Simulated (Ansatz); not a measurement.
**CH6FInO4Si: ionisation energy by level of theory**

An exercise on one series of results from a longer session: the logs are not shown, and one member is left open.

The runs use Ansatz 0.2.0, Gaussian basis; unrestricted cation, the program's frozen cores in correlated methods.

The runs, in order: UKS PBE-D4/def2-TZVPP; UKS r2SCAN-D4/def2-TZVPP; UKS PBE0-D4/def2-TZVPP; UKS B3LYP-D4/def2-TZVPP; UKS wB97X-V/def2-TZVPP; UKS wB97M-V/def2-TZVPP; UKS B2PLYP/def2-TZVPP; UHF-CCSD(T)/def2-TZVPP; UHF-MP2/def2-QZVPP; extrapolation to the limit; then −ε(HOMO) from the neutral's earlier runs with LDA (SPW92), PBE-D4, revPBE-D4, BLYP-D4, r2SCAN-D4, B97M-V, PBE0-D4, B3LYP-D4, r2SCANh-D4, r2SCAN0-D4, HSE06-D4, BHLYP-D4, CAM-B3LYP-D4, LC-ωPBE, ωB97X-V, ωB97M-V.

### The relaxed structure

The geometry comes from an earlier relaxation with PBE0-D4 in a triple-zeta def2 set; it is a stationary point, not always the lowest conformer. In takes the def2 core potential; no spin-orbit term is included.

14 atoms, charge 0, spin multiplicity 1.

Atoms are counted from 1 here; the program's logs count them from 0.

Bond lengths: C1–In2 2.111 Å, C1–H9 1.089 Å, C1–H10 1.089 Å, C1–H11 1.089 Å, In2–F3 1.984 Å, In2–O4 2.035 Å, O4–Si5 1.602 Å, Si5–O6 1.631 Å, Si5–O7 1.705 Å, Si5–O8 1.622 Å, O6–H12 0.965 Å, O7–H13 0.960 Å, O8–H14 0.958 Å. Angles: In2–C1–H9 109.3°, In2–C1–H10 109.5°, In2–C1–H11 108.8°, H9–C1–H10 109.9°, H9–C1–H11 109.9°, H10–C1–H11 109.3°, C1–In2–F3 125.3°, C1–In2–O4 134.8°, F3–In2–O4 97.9°, In2–O4–Si5 100.9°, O4–Si5–O6 116.6°, O4–Si5–O7 97.6°, O4–Si5–O8 116.9°, O6–Si5–O7 108.4°, O6–Si5–O8 107.3°, O7–Si5–O8 109.3°, Si5–O6–H12 112.6°, Si5–O7–H13 117.2° and more.

The first run:

Input file in.yaml:

```yaml
crystal:
  periodic: [false, false, false]
  atoms:
    - {symbol: C, position_ang: [0.611315, 2.190338, -2.076054]}
    - {symbol: In, position_ang: [-0.137624, 1.059085, -0.458841]}
    - {symbol: F, position_ang: [-0.210103, 1.667893, 1.428204]}
    - {symbol: O, position_ang: [-1.384756, -0.539481, -0.284386]}
    - {symbol: Si, position_ang: [-0.544863, -1.470516, 0.712498]}
    - {symbol: O, position_ang: [-0.796135, -1.244896, 2.308293]}
    - {symbol: O, position_ang: [1.004854, -0.876416, 0.321778]}
    - {symbol: O, position_ang: [-0.590441, -3.068101, 0.438326]}
    - {symbol: H, position_ang: [0.990388, 3.141139, -1.705430]}
    - {symbol: H, position_ang: [-0.185402, 2.365031, -2.797778]}
    - {symbol: H, position_ang: [1.414718, 1.631297, -2.554396]}
    - {symbol: H, position_ang: [-0.865636, -0.311871, 2.544565]}
    - {symbol: H, position_ang: [1.683376, -0.939372, 0.998553]}
    - {symbol: H, position_ang: [-0.989690, -3.604129, 1.124678]}
basis:
  gaussian: {orbitals: def2-TZVPP}
total_charge: 1
magnetization: {spin_polarized: true, initial_magnetization: 1}
hamiltonian: {xc: pbe, dispersion: d4}
```

On the command line:

```bash
$ ansatz run in.yaml --threads 2 --pin off --events-out ev --progress --plain --max-ram 32768MiB --backend cuda --devices 0, --max-vram 18GiB
```

Among the steps run: Cation, UKS PBE-D4/def2-TZVPP; Cation, UKS r2SCAN-D4/def2-TZVPP; Cation, UKS PBE0-D4/def2-TZVPP; Cation, UKS B3LYP-D4/def2-TZVPP; Cation, UKS wB97X-V/def2-TZVPP; Cation, UKS wB97M-V/def2-TZVPP; Cation, UKS B2PLYP (frozen core)/def2-TZVPP; Cation, UHF-CCSD(T)/def2-TZVPP; Cation, UHF-MP2/def2-QZVPP.

One of the session's tables, all rows but one given; the rest of the session is left out.

It belongs to the step «Ionisation energies side by side». Orbital estimates, from the neutral's runs:

| functional | −ε(HOMO) (eV) |
| --- | --- |
| LDA (SPW92) | 7.10 |
| PBE-D4 | 6.86 |
| revPBE-D4 | 6.78 |
| BLYP-D4 | 6.75 |
| r2SCAN-D4 | 7.23 |
| B97M-V | 7.30 |
| PBE0-D4 | 8.52 |
| B3LYP-D4 | 8.24 |
| r2SCANh-D4 | 7.85 |
| r2SCAN0-D4 | 8.78 |
| HSE06-D4 | 8.11 |
| BHLYP-D4 | 10.01 |
| CAM-B3LYP-D4 | 9.99 |
| LC-ωPBE | ? |
| ωB97X-V | 11.00 |
| ωB97M-V | 10.93 |

Q: Estimate the row for LC-ωPBE from the others.

As computed: −ε(HOMO) (eV): 11.36. In the column «−ε(HOMO) (eV)» it is the highest.
